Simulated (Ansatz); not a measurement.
# CHFI−: single points off equilibrium

One table from this session's results is given with a row withheld; the runs are named, their logs left out.

Method: single points in def2-TZVPPD; program: Ansatz 0.2.0, Gaussian basis.

Correlated methods freeze the cores. Filled d shells of the heavier atoms are correlated. Core potentials replace the inner electrons past krypton, and spin-orbit coupling is left out.

## Starting geometry

SMILES `F[CH-]I`, 4 atoms, charge -1, spin multiplicity 1.

Atoms are counted from 1 here; the program's logs count them from 0.

Bond lengths: C2–I3 2.240 Å.

As a file:

```xyz
4
CHFI
F    -0.1447   -1.1570    1.0260
C     0.3812   -0.3826   -0.1965
I    -1.2064    1.0001   -0.9616
H     1.1200    0.6107    0.4251
```

Set-up of the first run:

File run/in.yaml:

```yaml
crystal:
  periodic: [false, false, false]
  atoms:
    - {symbol: F, position_ang: [-0.144700, -1.157000, 1.026000]}
    - {symbol: C, position_ang: [0.381200, -0.382600, -0.196500]}
    - {symbol: I, position_ang: [-1.206400, 1.000100, -0.961600]}
    - {symbol: H, position_ang: [1.120000, 0.610700, 0.425100]}
basis:
  gaussian: {orbitals: "def2-TZVPPD.json"}
total_charge: -1
correlation: {method: ccsd_t}
output: {forces: true}
```

The basis file named in the input lies beside it (Basis Set Exchange, JSON).

No record of the launch command was kept for these runs.

Among the steps run: CCSD(T)/def2-TZVPPD; PBE0-D4/def2-TZVPPD; wB97M-V/def2-TZVPPD; r2SCAN-D4/def2-TZVPPD; PBE-D4/def2-TZVPPD; CAM-B3LYP-D4/def2-TZVPPD; r2SCANh-D4/def2-TZVPPD.

One of the session's tables, all rows but one given; the rest of the session is left out.

```
      method  RMS force component (eV/Å)  angle to CCSD(T) forces (°)
     CCSD(T)                       1.503                    reference
     PBE0-D4                       1.574                          4.3
     wB97M-V                           ?                            ?
   r2SCAN-D4                       1.480                          2.9
      PBE-D4                       1.354                          4.0
CAM-B3LYP-D4                       1.627                          2.3
  r2SCANh-D4                       1.549                          2.8
```

Estimate the missing values for wB97M-V.

As computed: RMS force component (eV/Å): 1.610; angle to CCSD(T) forces (°): 1.6. In the column «RMS force component (eV/Å)» it lies between PBE0-D4 (1.574) and CAM-B3LYP-D4 (1.627).
